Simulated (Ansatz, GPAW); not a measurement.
# PtSO with PBE in single-zeta orbitals from a Python script

These are simulated results from GPAW 26.7.0, not measurements. The cell was built from a prototype and was relaxed with r2SCAN in plane waves (Ansatz 0.2.0). It may be hypothetical. It is a single sheet, repeated along a and b, with vacuum along c. All runs are without spin polarisation.

The sheet's in-plane cell has a = 3.343 Å, b = 3.343 Å (γ = 120.0°), and its outermost atoms lie 2.17 Å apart along the normal. Pt has 3 O at 2.16 Å and 3 S at 2.27 Å; O has 3 Pt at 2.16 Å; S has 3 Pt at 2.27 Å.

The basis is minimal: single zeta, one radial function for each shell that the log's basis lists. It describes the filled bands fairly and the empty ones poorly.

run.py reads:

```python
import json
from ase import Atoms
from gpaw import GPAW, PW, FermiDirac

atoms = Atoms(['Pt', 'O', 'S'],
              cell=[[3.342891, 0.0, 0.0], [-1.671445, 2.895028, -0.0], [0.0, -0.0, 29.107825]],
              scaled_positions=[[0.0, 0.0, 0.311903], [0.333333, 0.666667, 0.345042], [0.666667, 0.333333, 0.27064]],
              pbc=True)
calc = GPAW(mode='lcao', basis='sz(dzp)', h=0.2, xc='PBE', kpts={'size': (6, 6, 1), 'gamma': True},
            occupations=FermiDirac(0.02), maxiter=100, legacy_gpaw=True, txt='gpaw.txt')
atoms.calc = calc
res = {'energy': atoms.get_potential_energy(force_consistent=True)}
res['electrons'] = calc.get_number_of_electrons()
res['k'] = calc.get_ibz_k_points().tolist()
res['levels'] = [calc.get_eigenvalues(kpt=i).tolist() for i in range(len(res['k']))]
points = [[0.0, 0.0, 0.0], [0.5, 0.0, 0.0], [0.333333, 0.333333, 0.0], [-0.109375, 0.21875, 0.0]]
bands = calc.fixed_density(kpts=points, symmetry='off', txt='bands.txt')
res['points'] = [bands.get_eigenvalues(kpt=i).tolist() for i in range(len(points))]
json.dump(res, open('results.json', 'w'))
print('free energy (eV):', round(res['energy'], 5))
```

Command: `python run.py`. It took 14 s on 1 thread of Arm Neoverse V2, on a shared host, peak memory 0.22 GiB.

The log gpaw.txt, trimmed of paths, versions and times, then the last line on the terminal. An iter line gives the energy in eV and the logarithms of the changes of orbitals (plane waves alone) and density (c: converged):

```
___ ___ ___ _ _ _
 |   |   |_  | | | |

 | | | | | . | | | |

 |__ |  _|___|_____|  26.7.0
 |___|_|

Input parameters:
  basis: sz(dzp)
  h: 0.2
  kpts: {gamma: True,
         size: (6, 6, 1)}
  maxiter: 100
  mode: lcao
  occupations: {fixmagmom: False,
                name: fermi-dirac,
                width: 0.02}
  xc: PBE

System changes: positions, numbers, cell, pbc, initial_charges, initial_magmoms

Initialize ...

species:
  Pt:
    name:    Platinum
    Z:       78.0
    valence: 16
    core:    62
    charge:  0.0  # [|e|]
    compensation charges:
      type: gauss
      rc: 0.41  # [Å]
      lmax: 2
    cutoffs:
      filter: 2.26  # [Å]
      core: 2.26  # [Å]
    projectors
    | kind |    occ | energy [eV] | rcut [Å] |

    |------|--------|-------------|----------|

    |   6s |  1.000 |      -5.628 |    1.307 |

    |   5p |  6.000 |     -56.051 |    1.371 |

    |   6p |  0.000 |      -0.845 |    1.371 |

    |   5d |  9.000 |      -6.153 |    1.307 |

    |    s |        |      21.583 |    1.307 |

    |    d |        |      21.058 |    1.307 |

    LCAO basis set for Pt:
      Name: sz(dzp)
      Number of radial functions: 4
      Number of spherical harmonics: 12
        l=0, rc=8.5938 Bohr: 6s-sz confined orbital
        l=1, rc=3.5781 Bohr: 5p-sz confined orbital
        l=1, rc=13.6250 Bohr: 6p-sz confined orbital
        l=2, rc=6.0938 Bohr: 5d-sz confined orbital
      Number of RI-basis functions 0

  O:
    name:    Oxygen
    Z:       8.0
    valence: 6
    core:    2
    charge:  0.0  # [|e|]
    compensation charges:
      type: gauss
      rc: 0.21  # [Å]
      lmax: 2
    cutoffs:
      filter: 1.17  # [Å]
      core: 0.83  # [Å]
    projectors
    | kind |    occ | energy [eV] | rcut [Å] |

    |------|--------|-------------|----------|

    |   2s |  2.000 |     -23.961 |    0.688 |

    |   2p |  4.000 |      -9.029 |    0.598 |

    |    s |        |       3.251 |    0.688 |

    |    p |        |      18.182 |    0.598 |

    |    d |        |       0.000 |    0.619 |

    LCAO basis set for O:
      Name: sz(dzp)
      Number of radial functions: 2
      Number of spherical harmonics: 4
        l=0, rc=4.3438 Bohr: 2s-sz confined orbital
        l=1, rc=5.3906 Bohr: 2p-sz confined orbital
      Number of RI-basis functions 0

  S:
    name:    Sulfur
    Z:       16.0
    valence: 6
    core:    10
    charge:  0.0  # [|e|]
    compensation charges:
      type: gauss
      rc: 0.24  # [Å]
      lmax: 2
    cutoffs:
      filter: 1.77  # [Å]
      core: 1.66  # [Å]
    projectors
    | kind |    occ | energy [eV] | rcut [Å] |

    |------|--------|-------------|----------|

    |   3s |  2.000 |     -17.254 |    0.974 |

    |   3p |  4.000 |      -7.008 |    0.979 |

    |    s |        |       9.957 |    0.974 |

    |    p |        |      20.203 |    0.979 |

    |    d |        |       0.000 |    0.900 |

    LCAO basis set for S:
      Name: sz(dzp)
      Number of radial functions: 2
      Number of spherical harmonics: 4
        l=0, rc=5.5156 Bohr: 3s-sz confined orbital
        l=1, rc=6.9375 Bohr: 3p-sz confined orbital
      Number of RI-basis functions 0

Reference energy: -513273.834966  # eV

Spin-paired calculation

Convergence criteria:
 Maximum [total energy] change in last 3 cyles: 0.0005 eV / valence electron
 Maximum integral of absolute [dens]ity change: 0.0001 electrons / valence electron
 Maximum integral of absolute [eigenst]ate change: 4e-08 eV^2 / valence electron
 Maximum number of scf [iter]ations: 100
 (Square brackets indicate name in SCF output, whereas a 'c' in
 the SCF output indicates the quantity has converged.)

Symmetries present (total): 1

  ( 1  0  0)
  ( 0  1  0)
  ( 0  0  1)

36 k-points: 6 x 6 x 1 Monkhorst-Pack grid + [1/12,1/12,0.000000]
20 k-points in the irreducible part of the Brillouin zone
       k-points in crystal coordinates                weights
   0:     0.00000000    0.00000000    0.00000000          1/36
   1:     0.00000000    0.16666667    0.00000000          2/36
   2:     0.00000000    0.33333333    0.00000000          2/36
   3:     0.00000000    0.50000000    0.00000000          1/36
   4:     0.16666667   -0.33333333    0.00000000          2/36
   5:     0.16666667   -0.16666667    0.00000000          2/36
   6:     0.16666667    0.00000000    0.00000000          2/36
   7:     0.16666667    0.16666667    0.00000000          2/36
   8:     0.16666667    0.33333333    0.00000000          2/36
   9:     0.16666667    0.50000000    0.00000000          2/36
          ...
  19:     0.50000000    0.50000000    0.00000000          1/36

Wave functions: LCAO
  Diagonalizer: Serial LAPACK
  Atomic Correction: dense with blas
  Data-type: complex

Occupation numbers: Fermi-Dirac:
  width: 0.0200  # eV

Eigensolver
   LCAO using direct dense diagonalizer

Densities:
  Coarse grid: 16*16*144 grid
  Fine grid: 32*32*288 grid
  Total Charge: 0.000000

Density mixing:
  Method: separate
  Backend: msr1
  Linear mixing parameter: 0.05
  old densities: 10
  Width of damping distribution: 1.1
  Damping of long wavelength oscillations: 20

Hamiltonian:
  XC and Coulomb potentials evaluated on a 32*32*288 grid
  Using the PBE Exchange-Correlation functional
  Interpolation: tri-quintic (5. degree polynomial)
  Poisson solver: FastPoissonSolver using
    Stencil: 8*3+1=25 point O(h^6) finite-difference Laplacian
    FFT axes: [np.int64(0), np.int64(1), np.int64(2)]
    FST axes: []

XC parameters: PBE with 2 nearest neighbor stencil

Memory estimate:
  Process memory now: 143.15 MiB
  Calculator: 34.99 MiB
    Density: 22.25 MiB
      Arrays: 7.31 MiB
      Localized functions: 9.32 MiB
      Mixer: 5.62 MiB
    Hamiltonian: 5.41 MiB
      Arrays: 4.78 MiB
      XC: 0.00 MiB
      Poisson: 0.00 MiB
      vbar: 0.63 MiB
    Wavefunctions: 7.33 MiB
      C [qnM]: 0.12 MiB
      S, T [2 x qmm]: 0.24 MiB
      P [aqMi]: 0.02 MiB
      BasisFunctions: 6.95 MiB
      Eigensolver: 0.00 MiB

Total number of cores used: 1

Number of atoms: 3
Number of atomic orbitals: 20
Number of bands in calculation: 20
Number of valence electrons: 28
Bands to converge: occupied
Positions:
   0 Pt     0.000000    0.000000    9.078818    ( 0.0000,  0.0000,  0.0000)
   1 O     -0.000001    1.930020   10.043422    ( 0.0000,  0.0000,  0.0000)
   2 S      1.671447    0.965008    7.877742    ( 0.0000,  0.0000,  0.0000)

Unit cell:
           periodic     x           y           z      points  spacing
  1. axis:    yes    3.342891    0.000000    0.000000    16     0.1809
  2. axis:    yes   -1.671445    2.895028   -0.000000    16     0.1809
  3. axis:    yes    0.000000   -0.000000   29.107825   144     0.2021

  Lengths:   3.342891   3.342890  29.107825
  Angles:   90.000000  90.000000 119.999997

Effective grid spacing dv^(1/3) = 0.1970

iter:   1   -16.028526        c
iter:   2   -14.923801        c -1.20
iter:   3   -12.956422        c -1.26
iter:   4   -13.410771        c -1.54
iter:   5   -12.717736        c -1.40
iter:   6   -12.598249        c -1.81
iter:   7   -12.606316        c -2.53
iter:   8   -12.593752c       c -2.45
iter:   9   -12.593751c       c -3.25
iter:  10   -12.593667c       c -3.28
iter:  11   -12.593641c       c -3.57
iter:  12   -12.593641c       c -5.09c

Converged after 12 iterations.

Energy contributions relative to reference atoms: (reference = -513273.834966)

Kinetic:        +14.071165
Potential:      -12.970437
External:        +0.000000
XC:             -14.130755
Entropy (-ST):   -0.000000
Local:           +0.436387
SIC:             +0.000000
--------------------------
Free energy:    -12.593641
Extrapolated:   -12.593641

Showing only first 2 kpts
 Kpt  Band  Eigenvalues  Occupancy
  0    12     -6.31175    2.00000
  0    13     -5.31709    2.00000
  0    14     -1.95375    0.00000
  0    15     -1.94640    0.00000

  1    12     -6.09342    2.00000
  1    13     -5.07281    2.00000
  1    14     -2.97612    0.00000
  1    15     -2.23353    0.00000

Fermi level: -4.38285

Gap: 1.315 eV
Transition (v -> c):
  (s=0, k=5, n=13, [0.17, -0.17, 0.00]) -> (s=0, k=14, n=14, [0.33, 0.33, 0.00])
Direct/indirect transitions are different
Direct gap: 1.831 eV
Transition at: (s=0, k=14, n=13, [0.33, 0.33, 0.00])

free energy (eV): -12.59364
```

The gap in the log is over the mesh alone; results.json adds the listed points. PBE in single-zeta orbitals gives a gap of 1.31 eV. On the same cell, plane-wave PBE (Ansatz, 12×12×1 k points and the special points) gives a gap of 1.30 eV and r2SCAN a gap of 1.52 eV; on shared hosts these took about 13 and 33 core-seconds on the 3-atom cell, against 14 for the script. Spin-orbit coupling, left out in all these runs, can cut or reorder the gap by tenths of an eV, up to about 1 eV with Pb or Bi.

No spin-orbit coupling is included; it can move band edges with weight on the heavy atoms by tenths of an eV.
